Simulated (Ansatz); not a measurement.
# CaCu2O3: the cost of one run

Computed with Ansatz 0.2.0, driven from Python. Level of theory: DFT r2SCAN, plane waves, PAW.

## Step 1: Starting point

Symmetry: Pmmn, No. 59, orthorhombic system. Conventional cell: a = 4.110 Å, b = 9.850 Å, c = 3.470 Å, α = 90.00°, β = 90.00°, γ = 90.00°. Ca (site symmetry mm2) has 6 O at 2.22 to 2.49 Å in its first shell of neighbours. Cu (site symmetry m) has 4 O at 1.87 to 2.06 Å in its first shell of neighbours. O (site symmetry m) has 3 Cu at 1.88 to 2.06 Å and 2 Ca at 2.35 to 2.49 Å in its first shell of neighbours. O (site symmetry mm2) has 2 Cu at 1.87 Å and 2 Ca at 2.22 Å in its first shell of neighbours.

No structure file is read: the coordinates are typed or built in the script.

## Step 2: Script

Input file relax_cacu2o3.py:

```python
'''Ionic relaxation of CaCu2O3.'''

import ansatz as az
from ase import Atoms
from ase.data import atomic_numbers
from ase.io import write
import numpy as np
import spglib

atoms = Atoms(
    ['Ca', 'Ca', 'Cu', 'Cu', 'Cu', 'Cu', 'O', 'O', 'O', 'O', 'O', 'O'],
    scaled_positions=[
        (0.0, 0.0, 0.6567),
        (0.5, 0.5, 0.3433),
        (0.5, 0.834, 0.1534),
        (0.5, 0.166, 0.1534),
        (0.0, 0.334, 0.8466),
        (0.0, 0.666, 0.8466),
        (0.0, 0.829, 0.129),
        (0.0, 0.171, 0.129),
        (0.5, 0.329, 0.871),
        (0.5, 0.671, 0.871),
        (0.5, 0.0, 0.415),
        (0.0, 0.5, 0.585),
    ],
    cell=[
        (4.11, 0.0, 0.0),
        (0.0, 9.85, 0.0),
        (0.0, 0.0, 3.47),
    ],
    pbc=True,
)
# break the symmetry with a seeded rattle
atoms.rattle(stdev=0.05, seed=34)
crystal = az.Crystal.from_ase(atoms)

base = (
    crystal.calculation()
    .basis(39 * az.Ry)
    .functional('r2scan')
    .occupations('cold', width=0.1)
    .pseudopotentials('paw')
    .kpoints(6, 3, 7)
    .relax(force_tolerance=0.05)
)
steps = []


def collect(event):
    if event['event'] == 'relax_step':
        steps.append(event['data'])


res = base.session().plan().execute(on_event=collect)
report = res.report
for s in steps:
    flag = '' if s['accepted'] else '  (rejected)'
    print('step %2d  E = %.5f eV  largest force component = %.4f eV/A%s' % (s['step'], s['lagrangian_ev'], s['allowed_force_max_ev_ang'], flag))

first, last = steps[0], steps[-1]
symbols = [site.symbol for site in res.lattice.sites]
print(f'energy gained {first["lagrangian_ev"] - last["lagrangian_ev"]:.4f} eV in {len(steps) - 1} steps')

fractions = [site.position_frac for site in res.lattice.sites]
numbers = [atomic_numbers[s] for s in symbols]
for tolerance in (1e-3, 1e-2, 1e-1):
    print(f'space group at {tolerance} A:', spglib.get_spacegroup((res.lattice.cell_ang, fractions, numbers), symprec=tolerance))

relaxed = Atoms(symbols, positions=[site.position_ang for site in res.lattice.sites], cell=res.lattice.cell_ang, pbc=True)
write('relaxed.extxyz', relaxed, format='extxyz')

moved = np.linalg.norm(np.array(last['positions_ang']) - np.array(first['positions_ang']), axis=1)
print('displacement by atom (A):', ' '.join(f'{s}:{d:.3f}' for s, d in zip(symbols, moved)))

print('%-22s %14.5f eV' % ('F = E - TS', report['free_energy_ev']))
print('%-22s %14.5f eV' % ('E', report['internal_energy_ev']))
print('%-22s %14.5f eV' % ('Harris-Foulkes', report['harris_foulkes_ev']))
print('%-22s %14.5f eV' % ('Fermi level', report['fermi_energy_ev']))
```

## Step 3: The calls as engine input

The package turns the script's settings into the engine's input:

```yaml
crystal:
  lattice:
    - [4.11, 0.0, 0.0]
    - [0.0, 9.85, 0.0]
    - [0.0, 0.0, 3.47]
  atoms:
    - { symbol: Ca, position: [0.0029663637545952904, -0.003793493307304084, 0.634204654256702] }
    - { symbol: Ca, position: [0.4943521518030478, 0.4982128815023586, 0.3248346991809564] }
    - { symbol: Cu, position: [0.5035194554724609, 0.8389747639838799, 0.16028651617275327] }
    - { symbol: Cu, position: [0.5054844055140205, 0.16981950989597244, 0.14604305772867102] }
    - { symbol: Cu, position: [-0.00858579242238416, 0.33184610531753267, 0.8432547244106584] }
    - { symbol: Cu, position: [0.022082000928190175, 0.6553667544867617, 0.8615273215228151] }
    - { symbol: O, position: [-0.017446966694747167, 0.8275876715865553, 0.12985755748732936] }
    - { symbol: O, position: [-0.015916206041870846, 0.17099347054799602, 0.14717070502563775] }
    - { symbol: O, position: [0.4977332846837805, 0.3362585163465257, 0.8596008360603165] }
    - { symbol: O, position: [0.4963778683685881, 0.6758829928766344, 0.8555757828717748] }
    - { symbol: O, position: [0.48533493656198434, 0.00326919142337601, 0.41582020405568954] }
    - { symbol: O, position: [0.017257251954448848, 0.49419824964592884, 0.5881097917541833] }
basis:
  ecutwfc: 530.622031796766
kpoints:
  mp_grid:
    grid: [6, 3, 7]
hamiltonian:
  xc: r2scan
  pseudopotentials:
    kind: paw
scf:
  occupations:
    method: cold
    width: 0.1
relax:
  f_tol: 0.05
```

## Step 4: Running it

Launch:

```console
> python relax_cacu2o3.py
```

What time and memory should one allow on 1 thread of Intel Xeon Platinum 8488C (Sapphire Rapids), shared host?

About 6.6 min, with a peak of 1.2 GiB.
